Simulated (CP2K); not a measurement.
Runs of CP2K 2026.2 on Rh. The cell holds a slab with vacuum, 6 atoms: a = 2.689 Å, b = 2.689 Å, c = 24.508 Å, α = 90.00°, β = 90.00°, γ = 90.00°. The slab is cut from a database's or a generator's crystal, which needn't be the stable form of the element.

| level | cutoff of the non-local correlation (Ry) | gap on the mesh (eV) | largest force (eV/Å) | work function (eV) |
| --- | --- | --- | --- | --- |
| vdW-DF-cx | 300 | none | (c) | 5.10 |
| LDA | - | none | (b) | (a) |
| MS2 | - | none | 0.71 | 5.09 |
| PW91 | - | none | 0.56 | 4.99 |
| optB88-vdW | 300 | none | 0.51 | 5.17 |
| PBEsol | - | none | 0.73 | 5.09 |

Alike in all rows: task work function; potentials or basis POTENTIAL_UZH Rh GTH-PBE-q17; DZVP-MOLOPT-PBE-GTH basis; no spin polarisation; cell as given; k mesh 8 × 8 × 1; smearing fermi-dirac 0.05 eV.

Q: Estimate the missing entries.

A: (a) 5.33; (b) 1.00; (c) 0.60.

Caveats: the potentials were made for another functional, which shifts forces and pressure; the basis of atomic orbitals isn't converged, which shifts pressures, moduli and gaps; meta-GGAs are noisy in the vacuum on a uniform grid, which can shift empty levels and the work function (some runs).

A k mesh can miss the band edges, and the runs leave out spin-orbit coupling on Rh.

A gap of «none» marks a metal or a gap under the smearing width.

Runs at the PBE level aren't shown here.
